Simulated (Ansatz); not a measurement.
# Ag2PdO2 (Immm): one cell, many starting occupations (series 2), part 2 of 2

DFT+U has many self-consistent solutions. How far apart do the states of Ag2PdO2 (Immm) lie when only the starting occupations change? Cell and atoms stay fixed.

Ansatz 0.2.0; DFT r²SCAN+U (U_eff = 3 eV on Pd d), plane waves, PAW. Earlier steps stand in the parts before.

**4. Random orbitals: single harmonics, first filling**

input.yaml

```yaml
crystal:
  lattice:
    - [-1.50401966, 2.27761949, 4.94884889]
    - [1.50401966, -2.27761949, 4.94884889]
    - [1.50401966, 2.27761949, -4.94884889]
  atoms:
    - { symbol: Ag, position: [0.35758, 0.35758, 0.0] }
    - { symbol: Ag, position: [0.64242, 0.64242, 0.0] }
    - { symbol: Pd, position: [0.0, 0.0, 0.0], spin: 2.0 }
    - { symbol: O, position: [0.8627, 0.3627, 0.5] }
    - { symbol: O, position: [0.1373, 0.6373, 0.5] }
basis:
  ecutwfc: 500
  ecutrho_ratio: 4
kpoints:
  mp_grid: { grid: [7, 7, 7] }
hamiltonian:
  xc: r2scan
  hubbard:
    sites:
      - { site: 2, l: d, u_eff: 3.0, starting_ns: [{ spin: up, occupation_matrix: s2up }, { spin: down, occupation_matrix: s2down }] }
    occupation_matrices:
      s2up:
        matrix:
          - [0.97, 0.0, 0.0, 0.0, 0.0]
          - [0.0, 0.97, 0.0, 0.0, 0.0]
          - [0.0, 0.0, 0.97, 0.0, 0.0]
          - [0.0, 0.0, 0.0, 0.97, 0.0]
          - [0.0, 0.0, 0.0, 0.0, 0.97]
      s2down:
        matrix:
          - [0.97, 0.0, 0.0, 0.0, 0.0]
          - [0.0, 0.97, 0.0, 0.0, 0.0]
          - [0.0, 0.0, 0.02, 0.0, 0.0]
          - [0.0, 0.0, 0.0, 0.97, 0.0]
          - [0.0, 0.0, 0.0, 0.0, 0.02]
    ns_hold: { iters: 12 }
scf:
  occupations: { method: gaussian, width: 0.05 }
  lower_state_search: "off"
  max_iter: 150
output:
  forces: true
  stress: true
  eigenvalues: true
  populations: true
  hubbard: { sites: [{ site: 2, l: d }] }
magnetization:
  spin_polarized: true
```

The typed matrices put 0.97 on the chosen orbitals and 0.02 on the others, and are held for 12 cycles.

Run with:

```bash
$ ansatz run input.yaml --threads 4 --pin off --max-ram 6144MiB --backend cpu --events-out ev --progress --plain --runs-dir out
```

What it wrote, shortened:

```text
Warning: RAYON_NUM_THREADS=4 ignored (pool sized by the plan → 4); use --threads N
[...]
Ag: projections on atomic orbitals take those of the free atom [Ar 3d10] 4s2 4p6 4d10 5s1, of charge +0.00 (hamiltonian.pseudopotentials.projection_atoms); the dataset's partial waves leave at most 1.2e-5 of an orbital's norm unspanned inside its sphere
Pd: projections on atomic orbitals take those of the free atom [Ar 3d10] 4s2 4p6 4d10, of charge +0.00 (hamiltonian.pseudopotentials.projection_atoms); the dataset's partial waves leave at most 1.0e-5 of an orbital's norm unspanned inside its sphere
O: projections on atomic orbitals take those of the free atom [He] 2s2 2p4, of charge +0.00 (hamiltonian.pseudopotentials.projection_atoms); the dataset's partial waves leave at most 1.9e-8 of an orbital's norm unspanned inside its sphere
[...]
Pseudopotentials: kind: paw
Pseudopotential: Ag, paw, valence charge 19, recommended cutoff 500 eV (meta_gga), Ag.paw.azcp
Pseudopotential: Pd, paw, valence charge 18, recommended cutoff 500 eV (meta_gga), Pd.paw.azcp
[...]
WARN: the starting moments were not kept: the SCF closed with an absolute magnetisation of 2.9e-6 μB, where they sum to 2 μB in size (1 site). That is at most 0.1 of that sum. Measured as dr2_m measures the in/out step, that magnetisation stands 1.0e-12 eV from none, at or under the [...]
Occupation matrices written to <dir>
--- Löwdin populations: 5 sites ---
  site symbol       q [e]    m [muB]
     0     Ag     18.4501     0.0000
     1     Ag     18.4501     0.0000
     2     Pd     16.7572     0.0000
     3      O      6.9689    -0.0000
     4      O      6.9689    -0.0000
  spilling = 0.005951 (of n_electrons = 68.000000)
--- Occupation matrices: 1 shell (run DFT+U table (all-electron-ortho-atomic); ε = 6.12e-4) ---
  Pd2 d_4D: site group D2h (mmm)
  Pd2 d_4D up     Tr n = 4.3795  λ = 0.489 0.907 0.991 0.996 0.997  [xz 1.00 B2g(1.00) | x2-y2 0.83 Ag(1.00) | z2 0.83 Ag(1.00) | xy 1.00 B1g(1.00) | yz 1.00 B3g(1.00)]
  Pd2 d_4D dn     Tr n = 4.3795  λ = 0.489 0.907 0.991 0.996 0.997  [xz 1.00 B2g(1.00) | x2-y2 0.83 Ag(1.00) | z2 0.83 Ag(1.00) | xy 1.00 B1g(1.00) | yz 1.00 B3g(1.00)]
  specified occupation → Pd2 d_4D up: matrix, ‖Δ‖_F = 0.4874, Tr Δ = +0.4705, displaced = 0.3095, d_λ = 0.4874; orbital distance = 0.0000
  specified occupation → Pd2 d_4D dn: matrix, ‖Δ‖_F = 1.4642, Tr Δ = -1.4295, displaced = 1.2595, d_λ = 1.0037; orbital distance = 2.0000
  Tr n, λ and their labels are of the run-group-symmetrised matrices; stabiliser: 16 of 16 elements of G0×{1,Θ} (closed), max defect 6.9e-7 at τ = 1.3e-4
```

Run time: 40 s. Hardware: 4 threads of Arm Neoverse V1, shared host; peak memory 0.91 GiB.

It ends with a gap on the mesh of 0.25 eV, pressure 1.8 GPa, no moment over 0.05 μB in any sphere, largest force component 0.50 eV/Å, 8 symmetry operations imposed. The program reports that the typed filling wasn't kept.

The shells' filling, with natural orbitals sorted by occupation:

| shell | channel | electrons | over 0.8 | 0.2 to 0.8 | under 0.2 |
| --- | --- | --- | --- | --- | --- |
| Pd 4d (atom 3) | up | 4.38 | 4 | 1 | 0 |
| Pd 4d (atom 3) | down | 4.38 | 4 | 1 | 0 |

**5. Random orbitals: fully mixed, one electron fewer**

Edit input.yaml of step 4 so:

```diff
@@ -8,3 +8,3 @@
     - { symbol: Ag, position: [0.64242, 0.64242, 0.0] }
-    - { symbol: Pd, position: [0.0, 0.0, 0.0], spin: 2.0 }
+    - { symbol: Pd, position: [0.0, 0.0, 0.0], spin: 3.0 }
     - { symbol: O, position: [0.8627, 0.3627, 0.5] }
@@ -31,7 +31,7 @@
         matrix:
-          - [0.97, 0.0, 0.0, 0.0, 0.0]
-          - [0.0, 0.97, 0.0, 0.0, 0.0]
-          - [0.0, 0.0, 0.02, 0.0, 0.0]
-          - [0.0, 0.0, 0.0, 0.97, 0.0]
-          - [0.0, 0.0, 0.0, 0.0, 0.02]
+          - [0.47333, 0.19894, 0.22191, -0.32113, -0.18223]
+          - [0.19894, 0.10773, 0.11442, -0.13058, -0.07699]
+          - [0.22191, 0.11442, 0.80716, 0.2549, 0.02949]
+          - [-0.32113, -0.13058, 0.2549, 0.49776, 0.20117]
+          - [-0.18223, -0.07699, 0.02949, 0.20117, 0.11402]
     ns_hold: { iters: 12 }
```

The typed matrices put 0.97 on the chosen orbitals and 0.02 on the others, and are held for 12 cycles.

Run with:

```bash
$ ansatz run input.yaml --threads 4 --pin off --max-ram 6144MiB --backend cpu --events-out ev --progress --plain --runs-dir out
```

What it wrote, shortened:

```text
Warning: crystal.symmetry: narrowed to the stabiliser of the occupation matrices — unitary ops 8 → 2; lowered by the specified shell (site 2, l: d); largest admitted image defect 4.4e-16, smallest excluded 4.0e-1 — at a splitting's scale: the group the occupation matrices' own texture admits
Warning: RAYON_NUM_THREADS=4 ignored (pool sized by the plan → 4); use --threads N
[...]
Ag: projections on atomic orbitals take those of the free atom [Ar 3d10] 4s2 4p6 4d10 5s1, of charge +0.00 (hamiltonian.pseudopotentials.projection_atoms); the dataset's partial waves leave at most 1.2e-5 of an orbital's norm unspanned inside its sphere
Pd: projections on atomic orbitals take those of the free atom [Ar 3d10] 4s2 4p6 4d10, of charge +0.00 (hamiltonian.pseudopotentials.projection_atoms); the dataset's partial waves leave at most 1.0e-5 of an orbital's norm unspanned inside its sphere
O: projections on atomic orbitals take those of the free atom [He] 2s2 2p4, of charge +0.00 (hamiltonian.pseudopotentials.projection_atoms); the dataset's partial waves leave at most 1.9e-8 of an orbital's norm unspanned inside its sphere
[...]
Pseudopotentials: kind: paw
[...]
WARN: the starting moments were not kept: the SCF closed with an absolute magnetisation of 8.8e-6 μB, where they sum to 3 μB in size (1 site). That is at most 0.1 of that sum. Measured as dr2_m measures the in/out step, that magnetisation stands 2.9e-11 eV from none, at or under the [...]
        0.000004      -0.998193      -0.000002
        0.000005      -0.000001       3.373320
  P = ⅓ Tr σ = 1.8277 GPa (18.277 kbar)
--- Band table (eV; the first three rows and the last of 344) ---
[...]
Occupation matrices written to <dir>
--- Löwdin populations: 5 sites ---
  site symbol       q [e]    m [muB]
     0     Ag     18.4501     0.0000
     1     Ag     18.4501     0.0000
     2     Pd     16.7572    -0.0000
     3      O      6.9689     0.0000
     4      O      6.9689     0.0000
  spilling = 0.005951 (of n_electrons = 68.000000)
--- Occupation matrices: 1 shell (run DFT+U table (all-electron-ortho-atomic); ε = 7.11e-4) ---
  Pd2 d_4D: site group D2h (mmm)
  Pd2 d_4D up     Tr n = 4.3795  λ = 0.489 0.907 0.991 0.996 0.997  [xz 1.00 B2g(1.00) | x2-y2 0.83 Ag(1.00) | z2 0.83 Ag(1.00) | xy 1.00 B1g(1.00) | yz 1.00 B3g(1.00)]
  Pd2 d_4D dn     Tr n = 4.3795  λ = 0.489 0.907 0.991 0.996 0.997  [xz 1.00 B2g(1.00) | x2-y2 0.83 Ag(1.00) | z2 0.83 Ag(1.00) | xy 1.00 B1g(1.00) | yz 1.00 B3g(1.00)]
  specified occupation → Pd2 d_4D up: matrix, ‖Δ‖_F = 0.4874, Tr Δ = +0.4705, displaced = 0.3095, d_λ = 0.4874; orbital distance = 0.0000
  specified occupation → Pd2 d_4D dn: matrix, ‖Δ‖_F = 1.4451, Tr Δ = -2.3795, displaced = 1.2526, d_λ = 1.3964; orbital distance = 1.4645
  Tr n, λ and their labels are of the run-group-symmetrised matrices; stabiliser: 16 of 16 elements of G0×{1,Θ} (closed), max defect 5.0e-6 at τ = 1.5e-4
```

Wall time 100 s (4 threads of Arm Neoverse V1, shared host); peak memory 1.5 GiB.

Result: a gap on the mesh of 0.25 eV, pressure 1.8 GPa, no moment over 0.05 μB in any sphere, largest force component 0.50 eV/Å, 2 symmetry operations imposed. The program reports that the typed filling wasn't kept.

The shells' filling, with natural orbitals sorted by occupation:

| shell | channel | electrons | over 0.8 | 0.2 to 0.8 | under 0.2 |
| --- | --- | --- | --- | --- | --- |
| Pd 4d (atom 3) | up | 4.38 | 4 | 1 | 0 |
| Pd 4d (atom 3) | down | 4.38 | 4 | 1 | 0 |

**6. Random orbitals: drawn by pairs, second filling**

Edit input.yaml of step 5 so:

```diff
@@ -8,3 +8,3 @@
     - { symbol: Ag, position: [0.64242, 0.64242, 0.0] }
-    - { symbol: Pd, position: [0.0, 0.0, 0.0], spin: 3.0 }
+    - { symbol: Pd, position: [0.0, 0.0, 0.0], spin: 0.3 }
     - { symbol: O, position: [0.8627, 0.3627, 0.5] }
@@ -27,11 +27,11 @@
           - [0.0, 0.0, 0.97, 0.0, 0.0]
-          - [0.0, 0.0, 0.0, 0.97, 0.0]
-          - [0.0, 0.0, 0.0, 0.0, 0.97]
+          - [0.0, 0.0, 0.0, 0.25587, 0.41042]
+          - [0.0, 0.0, 0.0, 0.41042, 0.73413]
       s2down:
         matrix:
-          - [0.47333, 0.19894, 0.22191, -0.32113, -0.18223]
-          - [0.19894, 0.10773, 0.11442, -0.13058, -0.07699]
-          - [0.22191, 0.11442, 0.80716, 0.2549, 0.02949]
-          - [-0.32113, -0.13058, 0.2549, 0.49776, 0.20117]
-          - [-0.18223, -0.07699, 0.02949, 0.20117, 0.11402]
+          - [0.495, 0.0, 0.0, 0.0, 0.475]
+          - [0.0, 0.97, 0.0, 0.0, 0.0]
+          - [0.0, 0.0, 0.97, 0.0, 0.0]
+          - [0.0, 0.0, 0.0, 0.97, 0.0]
+          - [0.475, 0.0, 0.0, 0.0, 0.495]
     ns_hold: { iters: 12 }
```

The typed matrices put 0.97 on the chosen orbitals and 0.02 on the others, and are held for 12 cycles.

Run with:

```bash
$ ansatz run input.yaml --threads 4 --pin off --max-ram 6144MiB --backend cpu --events-out ev --progress --plain --runs-dir out
```

What it wrote, shortened:

```text
Warning: crystal.symmetry: narrowed to the stabiliser of the occupation matrices — unitary ops 8 → 4; lowered by the specified shell (site 2, l: d); largest admitted image defect 4.4e-16, smallest excluded 9.5e-1 — at a splitting's scale: the group the occupation matrices' own texture admits
Warning: RAYON_NUM_THREADS=4 ignored (pool sized by the plan → 4); use --threads N
[...]
Ag: projections on atomic orbitals take those of the free atom [Ar 3d10] 4s2 4p6 4d10 5s1, of charge +0.00 (hamiltonian.pseudopotentials.projection_atoms); the dataset's partial waves leave at most 1.2e-5 of an orbital's norm unspanned inside its sphere
Pd: projections on atomic orbitals take those of the free atom [Ar 3d10] 4s2 4p6 4d10, of charge +0.00 (hamiltonian.pseudopotentials.projection_atoms); the dataset's partial waves leave at most 1.0e-5 of an orbital's norm unspanned inside its sphere
O: projections on atomic orbitals take those of the free atom [He] 2s2 2p4, of charge +0.00 (hamiltonian.pseudopotentials.projection_atoms); the dataset's partial waves leave at most 1.9e-8 of an orbital's norm unspanned inside its sphere
[...]
Pseudopotentials: kind: paw
Pseudopotential: Ag, paw, valence charge 19, recommended cutoff 500 eV (meta_gga), Ag.paw.azcp
[...]
WARN: the starting moments were not kept: the SCF closed with an absolute magnetisation of 1.5e-5 μB, where they sum to 0.3 μB in size (1 site). That is at most 0.1 of that sum. Measured as dr2_m measures the in/out step, that magnetisation stands 7.3e-11 eV from none, at or under the [...]
WARN: hamiltonian.hubbard: on 2 of 2 specified blocks the occupation matrix of this SCF's result fails the test of the specified filling. At site 2 ↑ (sites count from 0 in the list of atoms of the cell that this SCF solves) the least filled combination of the orbitals specified full has [...]
  atom   5  O      0.00000000     0.00000000     0.50306895
[...]
--- Stress (GPa, compression-positive) ---
        3.107812       0.000002       0.000000
        0.000003      -0.998194       0.000000
        0.000000       0.000000       3.373322
  P = ⅓ Tr σ = 1.8276 GPa (18.276 kbar)
--- Band table (eV; the first three rows and the last of 200) ---
[...]
Occupation matrices written to <dir>
--- Löwdin populations: 5 sites ---
  site symbol       q [e]    m [muB]
     0     Ag     18.4501     0.0000
     1     Ag     18.4501     0.0000
     2     Pd     16.7572     0.0000
     3      O      6.9689    -0.0000
     4      O      6.9689    -0.0000
  spilling = 0.005951 (of n_electrons = 68.000000)
--- Occupation matrices: 1 shell (run DFT+U table (all-electron-ortho-atomic); ε = 4.94e-4) ---
  Pd2 d_4D: site group D2h (mmm)
  Pd2 d_4D up     Tr n = 4.3795  λ = 0.489 0.907 0.991 0.996 0.997  [xz 1.00 B2g(1.00) | x2-y2 0.83 Ag(1.00) | z2 0.83 Ag(1.00) | xy 1.00 B1g(1.00) | yz 1.00 B3g(1.00)]
  Pd2 d_4D dn     Tr n = 4.3795  λ = 0.489 0.907 0.991 0.996 0.997  [xz 1.00 B2g(1.00) | x2-y2 0.83 Ag(1.00) | z2 0.83 Ag(1.00) | xy 1.00 B1g(1.00) | yz 1.00 B3g(1.00)]
  specified occupation → Pd2 d_4D up: matrix, ‖Δ‖_F = 1.0403, Tr Δ = -0.4795, displaced = 0.7317, d_λ = 0.4749; orbital distance = 1.4142
  specified occupation → Pd2 d_4D dn: matrix, ‖Δ‖_F = 1.0823, Tr Δ = -0.4795, displaced = 0.7777, d_λ = 0.4749; orbital distance = 1.4142
  Tr n, λ and their labels are of the run-group-symmetrised matrices; stabiliser: 16 of 16 elements of G0×{1,Θ} (closed), max defect 6.1e-6 at τ = 1.0e-4
```

It took 61 s on 4 threads of Arm Neoverse V1, shared host; peak memory 1.1 GiB.

End state: a gap on the mesh of 0.25 eV, pressure 1.8 GPa, no moment over 0.05 μB in any sphere, largest force component 0.50 eV/Å, 4 symmetry operations imposed. The program reports that the typed filling wasn't kept.

The shells' filling, with natural orbitals sorted by occupation:

| shell | channel | electrons | over 0.8 | 0.2 to 0.8 | under 0.2 |
| --- | --- | --- | --- | --- | --- |
| Pd 4d (atom 3) | up | 4.38 | 4 | 1 | 0 |
| Pd 4d (atom 3) | down | 4.38 | 4 | 1 | 0 |

**7. All runs side by side**

The summary covers parts 1 to 2.

Energies count from the lowest free state and have the smearing extrapolated to zero.

| start | energy (meV/atom) | gap (eV) | pressure (GPa) | largest moment (μB) | SCF cycles | time |
| --- | --- | --- | --- | --- | --- | --- |
| random orbitals: single harmonics, first filling | 0.0 | 0.25 | 1.8 | 0.00 | 29 | 40 s |
| random orbitals: single harmonics, second filling | 0.0 | 0.25 | 1.8 | 0.00 | 29 | 40 s |
| random orbitals: drawn by pairs, second filling | 0.0 | 0.25 | 1.8 | 0.00 | 30 | 61 s |
| random orbitals: drawn by pairs, first filling (earlier series) | 0.0 | 0.25 | 1.8 | 0.00 | 24 | 35 s |
| random orbitals: fully mixed, one electron fewer | 0.0 | 0.25 | 1.8 | 0.00 | 30 | 100 s |
| random orbitals: fully mixed, first filling | 0.0 | 0.25 | 1.8 | 0.00 | 35 | 2.2 min |

The 6 free runs end within about 1 meV/atom of each other. The lowest state found need not be the ground state, and the geometry wasn't relaxed for any of them.
